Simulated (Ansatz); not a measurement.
What does this script print? It uses Ansatz 0.2.0 through its Python package.

`energy.py`:
```python
"""Single point of CH8GeOSi."""

from pathlib import Path
import json

import ansatz as az
import numpy as np
import pandas as pd

GEOMETRY = """
O    -2.52410    0.35760    0.00250
C    -1.22390    0.72500    0.13280
Ge   -0.17410   -0.84680   -0.24100
Si    2.16870   -0.29710    0.00640
H    -3.07390    1.22840    0.16660
H    -1.01660    1.08750    1.16960
H    -0.91310    1.52870   -0.58300
H    -0.36700   -1.31810   -1.68130
H    -0.50820   -1.95240    0.81890
H     2.91940   -1.49460   -0.23800
H     2.32960    0.15910    1.40380
H     2.46010    0.76760   -0.92330
"""

mol = az.Crystal.molecule()
for line in GEOMETRY.strip().splitlines():
    symbol, *xyz = line.split()
    mol = mol.atom(symbol, [float(v) for v in xyz])

calculation = mol.calculation().basis(gaussian="6-31G*").functional("pbe").forces().orbitals()
result = calculation.run(threads=1, runs_dir="out")
report = result.report

for key in ("converged", "free_energy_ev", "reference_energy_ev", "n_frozen", "n_occupied", "n_virtual"):
    print(f"{key:22s} {report[key]}")

state = report["mean_field"]["state"]
print(f"mean field: {state['energy']['hartree']:.7f} Ha, <S^2> = {abs(state['spin_squared']):.4f}, stability: {state.get('stability', {}).get('kind')}")

symbols = [site.symbol for site in mol.cartesian_sites]
print("forces (eV/A)")
for symbol, f in zip(symbols, report["forces_ev_ang"]):
    print(f"  {symbol:2s} {f[0]:9.4f} {f[1]:9.4f} {f[2]:9.4f}")

charges = report["charge_distribution"]
table = pd.DataFrame({"atom": symbols, "mulliken": charges["mulliken_charges_e"], "lowdin": charges["lowdin_charges_e"]})
print(table.round(3).to_string())
print("dipole (e A):", np.round(charges["dipole_moment_e_ang"], 4) + 0.0)

lines = Path(report["orbitals_path"]).read_text().splitlines()
field_of = lambda key: [line.split("=")[1].strip() for line in lines if line.startswith(key)]
orbitals = [(27.211386 * float(e), s, float(n)) for e, s, n in zip(field_of("Ene="), field_of("Spin="), field_of("Occup="))]
homo = max(e for e, _, n in orbitals if n > 0.5)
lumo = min(e for e, _, n in orbitals if n < 0.5)
for e, spin, n in sorted(orbitals):
    if homo - 10 < e < lumo + 5:
        print(f"{spin:6s} {e:10.3f} eV  occupation {n:.0f}")
with open("ch8geosi.json", "w") as handle:
    json.dump({k: report[k] for k in ("free_energy_ev", "reference_energy_ev", "n_occupied", "n_virtual")}, handle, indent=1)
```

`python energy.py` gives:
```text
converged              True
free_energy_ev         -67584.28622193336
reference_energy_ev    -67584.28622193336
n_frozen               0
n_occupied             [34, 34]
n_virtual              [66, 66]
mean field: -2483.6767084 Ha, <S^2> = 0.0000, stability: minimum
forces (eV/A)
  O    -3.8915    1.6046    0.0058
  C     1.6777    1.2862    0.4535
  Ge    1.2920   -0.5677    0.5211
  Si   -1.7020   -0.0542    0.6016
  H     0.8468   -2.0539   -0.3942
  H     0.3888    0.0172   -0.1771
  H     0.0650   -0.0674    0.1775
  H    -0.2789   -0.2319   -0.3545
  H    -0.0849    0.0383   -0.2685
  H     0.9081   -0.9458   -0.2357
  H     0.2934    0.1740    0.3557
  H     0.4855    0.8007   -0.6851
   atom  mulliken  lowdin
0     O    -0.535  -0.238
1     C    -0.151  -0.229
2    Ge    -0.064  -0.206
3    Si     0.056   0.138
4     H     0.375   0.301
5     H     0.141   0.121
6     H     0.138   0.120
7     H     0.059   0.029
8     H     0.046   0.025
9     H    -0.015  -0.017
10    H    -0.029  -0.024
11    H    -0.021  -0.020
dipole (e A): [-0.0597  0.398   0.0541]
Alpha     -13.654 eV  occupation 2
Alpha     -12.788 eV  occupation 2
Alpha     -12.113 eV  occupation 2
Alpha     -10.917 eV  occupation 2
Alpha      -9.347 eV  occupation 2
Alpha      -8.695 eV  occupation 2
Alpha      -8.550 eV  occupation 2
Alpha      -7.820 eV  occupation 2
Alpha      -6.912 eV  occupation 2
Alpha      -6.290 eV  occupation 2
Alpha      -5.924 eV  occupation 2
Alpha      -0.073 eV  occupation 0
Alpha       0.294 eV  occupation 0
Alpha       0.568 eV  occupation 0
Alpha       0.698 eV  occupation 0
Alpha       1.271 eV  occupation 0
Alpha       1.723 eV  occupation 0
Alpha       2.107 eV  occupation 0
Alpha       2.685 eV  occupation 0
Alpha       2.964 eV  occupation 0
Alpha       3.233 eV  occupation 0
Alpha       3.804 eV  occupation 0
```

File `ch8geosi.json` afterwards:
```json
{
 "free_energy_ev": -67584.28622193336,
 "reference_energy_ev": -67584.28622193336,
 "n_occupied": [
  34,
  34
 ],
 "n_virtual": [
  66,
  66
 ]
}
```

Caveats:
- Total energies depend on the basis set; only differences at equal settings carry meaning.
- The geometry is a force-field or estimated start, not a minimum of this method, and the basis set is short of its limit.
- The Löwdin charges here are taken after orthogonalising the functions within each atom; they differ from plain Löwdin charges, and their signs can be unphysical.
- Alpha marks a spatial orbital of a restricted run, filled by both spins.
- Levels such as HOMO and LUMO are orbital energies: with these approximate functionals they aren't the ionisation energy and electron affinity, and their gap isn't the fundamental gap.
- Timing: 3.5 s on 1 thread of Arm Neoverse V2 (shared host), peak memory 0.26 GiB.
